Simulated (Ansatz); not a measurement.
**C2H5BS: up Jacob's ladder to CCSD(T)**

The task here is to estimate one member of a computed series from the others.

Program: Ansatz 0.2.0, Gaussian basis. Level of theory: functionals in def2-TZVPP, the program's frozen cores in correlated methods. These are calculated values, not measurements.

Levels to be run: LDA (SPW92), PBE-D4, revPBE-D4, BLYP-D4, r2SCAN-D4, B97M-V, PBE0-D4, B3LYP-D4, r2SCANh-D4, r2SCAN0-D4, HSE06-D4, BHLYP-D4, CAM-B3LYP-D4, LC-ωPBE, ωB97X-V, ωB97M-V, B2PLYP, PBE-QIDH; CCSD(T)/def2-SVP; CCSD(T)/def2-TZVPP; MP2/def2-QZVPP; extrapolation to the limit; RPA on PBE.

1 further run of the same task is left out (it didn't finish).

## The relaxed structure

An earlier PBE0-D4 in a triple-zeta def2 set relaxation fixed the geometry.

SMILES `B1CSC1`, 9 atoms, charge 0, spin multiplicity 1.

Atoms are counted from 1 here; the program's logs count them from 0.

Bond lengths: B1–C2 1.570 Å, B1–C4 1.570 Å, B1–H5 1.198 Å, C2–S3 1.830 Å, C2–H6 1.094 Å, C2–H7 1.094 Å, S3–C4 1.830 Å, C4–H8 1.094 Å, C4–H9 1.094 Å. Angles: C2–B1–C4 99.5°, C2–B1–H5 130.2°, C4–B1–H5 130.2°, B1–C2–S3 89.3°, B1–C2–H6 115.6°, B1–C2–H7 115.7°, S3–C2–H6 114.0°, S3–C2–H7 113.9°, H6–C2–H7 107.7°, C2–S3–C4 81.8°, B1–C4–S3 89.3°, B1–C4–H8 115.6°, B1–C4–H9 115.7°, S3–C4–H8 114.0°, S3–C4–H9 113.9°, H8–C4–H9 107.7°.

Set-up of the first run:

File in.yaml:

```yaml
crystal:
  periodic: [false, false, false]
  atoms:
    - {symbol: B, position_ang: [-0.398111, 0.508221, -0.454724]}
    - {symbol: C, position_ang: [1.130607, 0.462986, -0.098004]}
    - {symbol: S, position_ang: [0.830828, -1.041577, 0.900370]}
    - {symbol: C, position_ang: [-0.888400, -0.752867, 0.342489]}
    - {symbol: H, position_ang: [-1.010114, 1.276144, -1.140216]}
    - {symbol: H, position_ang: [1.809612, 0.309103, -0.942322]}
    - {symbol: H, position_ang: [1.507683, 1.311385, 0.481264]}
    - {symbol: H, position_ang: [-1.302212, -1.564832, -0.263375]}
    - {symbol: H, position_ang: [-1.591394, -0.554862, 1.157420]}
basis:
  gaussian: {orbitals: def2-TZVPP}
hamiltonian: {xc: lda}
output: {orbitals: {seedname: orbitals}}
```

Steps of the session up to this table: LDA; PBE-D4 (GGA); revPBE-D4 (GGA); BLYP-D4 (GGA); r2SCAN-D4 (meta-GGA); B97M-V (meta-GGA); PBE0-D4 (hybrid); B3LYP-D4 (hybrid); r2SCANh-D4 (hybrid); r2SCAN0-D4 (hybrid); HSE06-D4 (hybrid); BHLYP-D4 (hybrid); CAM-B3LYP-D4 (range-separated); LC-ωPBE (range-separated); ωB97X-V (range-separated); ωB97M-V (range-separated); B2PLYP (double hybrid); PBE-QIDH (double hybrid).

One table of the session follows, with a row left open; its other results are not shown here.

It belongs to the step «Frontier levels by functional». 

```
  functional  HOMO (eV)  LUMO (eV)  gap (eV)
 LDA (SPW92)      -5.26      -2.75      2.51
      PBE-D4      -5.16      -2.49      2.67
   revPBE-D4      -5.13      -2.38      2.75
     BLYP-D4      -5.01      -2.33      2.67
   r2SCAN-D4      -5.38      -2.10      3.29
      B97M-V          ?          ?         ?
     PBE0-D4      -6.38      -1.46      4.92
    B3LYP-D4      -6.14      -1.69      4.46
  r2SCANh-D4      -5.84      -1.75      4.09
  r2SCAN0-D4      -6.52      -1.23      5.29
    HSE06-D4      -5.98      -1.85      4.13
    BHLYP-D4      -7.46      -0.38      7.08
CAM-B3LYP-D4      -7.71      -0.33      7.38
     LC-ωPBE      -9.12       0.90     10.02
     ωB97X-V      -8.76       0.78      9.54
     ωB97M-V      -8.60       0.53      9.13
```

Q: Estimate the row for B97M-V from the others.

The run gave: HOMO (eV): -5.50; LUMO (eV): -2.13; gap (eV): 3.36. In the column «HOMO (eV)» it lies between r2SCANh-D4 (-5.84) and r2SCAN-D4 (-5.38).
